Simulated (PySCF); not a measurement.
**WO₂Br: relaxation and vibrations of the doublet**

Where does doublet WO₂Br go from a T-shaped (ligand arrangement 1) start, is the end point a minimum, and what are its modes, charges and moments?

Method: PBE0, basis W def2-TZVP with ECP60, O def2-TZVP, Br def2-TZVP, scalar-relativistic core potentials, no spin–orbit coupling, density fitting; program: PySCF 2.14.0.

## 1. Where the work starts

4 atoms, charge 0, spin multiplicity 2.

Bond lengths: W1–O2 1.770 Å, W1–O3 1.770 Å, W1–Br4 2.510 Å. Angles: O2–W1–O3 176.0°, O2–W1–Br4 88.0°, O3–W1–Br4 88.0°.

Coordinates in bohr (charge 0 multiplicity 2):
```
W     0.0000    0.0000    0.0000
O     3.3427    0.0000    0.1168
O    -3.3427    0.0000    0.1168
Br    0.0000    0.0000    4.7432
```

## 2. Finding the electronic state

One driver script runs all steps and calls PySCF; scf.py shows how it sets up the SCF of each step. The optimiser is the driver's own. After this first run the driver tries any further starts and a stability analysis.

File scf.py:

```python
from pyscf import gto, scf, dft
mol = gto.M(atom='''
W      0.000000     0.000000     0.000000
O      1.768900     0.000000     0.061800
O     -1.768900     0.000000     0.061800
Br     0.000000     0.000000     2.510000''',
    basis={'W': 'def2-TZVP', 'O': 'def2-TZVP', 'Br': 'def2-TZVP'},
    ecp={'W': 'def2-TZVP'},
    charge=0, spin=1)
mf = dft.UKS(mol, xc='PBE0')
mf.grids.atom_grid = (50, 194)
aux = {'W': 'def2-universal-JKFIT', 'O': 'def2-universal-JKFIT', 'Br': 'def2-universal-JKFIT'}
mf = mf.density_fit(auxbasis=aux)
mf.conv_tol = 1e-08
mf.diis_space = 10
mf.max_cycle = 60
mf.init_guess = 'minao'
mf.verbose = 4
mf.kernel()
```

The run is started by

```console
> OMP_NUM_THREADS=4 python axn.py task.json out
```

After this run come: Relaxing the doublet from the T-shaped (ligand arrangement 1) start; Is it a minimum? Harmonic modes; Following the imaginary mode; Hessian and properties.

**Question.** What will these runs give? Wanted: minimum; geometry; wavenumbers; dipole moment; highest occupied, lowest empty level; polar-tensor charge of W1; zero-point energy; atomisation energy; ⟨S²⟩.

As calculated:

```
                                          quantity                                                             value
                                           minimum                                                       doublet, Cs
                                          geometry  W–Br 2.420 Å, W–O 1.698 Å (×2); Br–W–O 119.9° (×2), O–W–O 110.5°
                                wavenumbers (cm⁻¹)     94 (a'), 142 (a''), 254 (a'), 360 (a'), 1006 (a''), 1058 (a')
                                     dipole moment                                                            2.45 D
highest occupied, lowest empty level (either spin)                                                   -7.83, -3.86 eV
                         polar-tensor charge of W1                                                           +1.73 e
                                 zero-point energy                                                       17.4 kJ/mol
                               entropy at 298.15 K                                                   341.0 J/(mol K)
         atomisation energy (no zero-point energy)                                                       1744 kJ/mol
                                              ⟨S²⟩                                                             0.760
```

The T-shaped (ligand arrangement 1) start (C2v) ends in a minimum of Cs symmetry, after a stop at a saddle point 2.1 kJ/mol higher, from which it was pushed off along an imaginary mode. The strongest infrared band lies at 1006 cm⁻¹ (a'', stretch). Most of the spin sits on W1 (Mulliken spin 1.14, against 1 for the whole molecule). Only this shape and spin were tried, so other structures or states may lie lower. One determinant may miss the lowest occupation of an open d or f shell. With an element this heavy the missing spin–orbit coupling can shift these numbers.
